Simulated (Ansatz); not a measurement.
Consider the interaction energy of a dimer with the counterpoise correction of BBrFH, SMILES FBBr (the Ansatz DFT code, driven from Python).

Script `dimer_bbrfh.py`:
```python
# -*- coding: utf-8 -*-
'''Interaction energy of two BBrFH molecules, with the counterpoise correction.'''

import ansatz

FIRST = [
    ('F', (1.2337, -0.3415, -0.8077)),
    ('B', (0.0513, -0.1447, 0.0653)),
    ('Br', (-1.213, 1.4168, -0.1659)),
    ('H', (-0.0721, -0.9305, 0.9084)),
]
SECOND = [
    ('F', (-4.2594, -1.6912, -1.1862)),
    ('B', (-3.8237, -1.3257, 0.1833)),
    ('Br', (-2.1377, -2.0717, 1.0146)),
    ('H', (-4.5384, -0.6113, 0.751)),
]

def energy(atoms, ghosts=()):
    molecule = ansatz.Crystal.molecule()
    for symbol, xyz in atoms:
        molecule = molecule.atom(symbol, xyz)
    calc = (
        molecule.calculation()
        .basis(gaussian='def2-SVPD')
        .functional('r2scan', dispersion='d3bj')
        .scf(lower_state_search='off')
    )
    deck = calc.input()
    if ghosts:
        deck = deck.set(ansatz.key.basis.gaussian.ghost_atoms, [{'symbol': s, 'position_ang': list(xyz)} for s, xyz in ghosts])
    return ansatz.Session.from_dict(deck).plan().execute().report['free_energy_ev']


def main():
    # monomers in their own basis and in the basis of the dimer
    both = energy(FIRST + SECOND)
    alone = energy(FIRST) + energy(SECOND)
    ghosted = energy(FIRST, SECOND) + energy(SECOND, FIRST)
    print(f'dimer {both:.6f} eV')
    print(f'interaction, uncorrected   {23.060548 * (both - alone):8.3f} kcal/mol')
    print(f'interaction, counterpoise  {23.060548 * (both - ghosted):8.3f} kcal/mol')
    print(f'basis-set superposition    {23.060548 * (alone - ghosted):8.3f} kcal/mol')


if __name__ == '__main__':
    main()
```

How large is the interaction at this pose, and how much of it is basis-set superposition?

Uncorrected it is 4.614 kcal/mol, with the counterpoise correction 5.440 kcal/mol; the difference, 0.83 kcal/mol, is the superposition error. In this basis both values are repulsive.

The output:

```console
$ python dimer_bbrfh.py
DeckWarning: the engine holds no damping parameters fitted to this dispersion correction and functional, so the run takes those fitted to r2scan beside the three-body term, which d3bj leaves out (hamiltonian.dispersion, under Limitations)
dimer -146889.185118 eV
interaction, uncorrected      4.614 kcal/mol
interaction, counterpoise     5.440 kcal/mol
basis-set superposition       0.826 kcal/mol
```
(Warnings from the package without file and line.)

Caveats:
- The settings weren't tested for convergence.
- The dimer is a generated trial pose of unrelaxed monomers, not a minimum, so the figure is no binding energy, and the basis set is small.
- A dispersion term here runs with damping parameters fitted for another variant or functional.
- Timing: 12 s on 1 thread of Intel(R) Xeon(R) 6975P-C (Granite Rapids), with other jobs on the host, peak memory 0.34 GiB.

(A comment or docstring line of the script was reworded after the run, the code is as it ran; lines on the test bed's own set-up are left out of the output.)
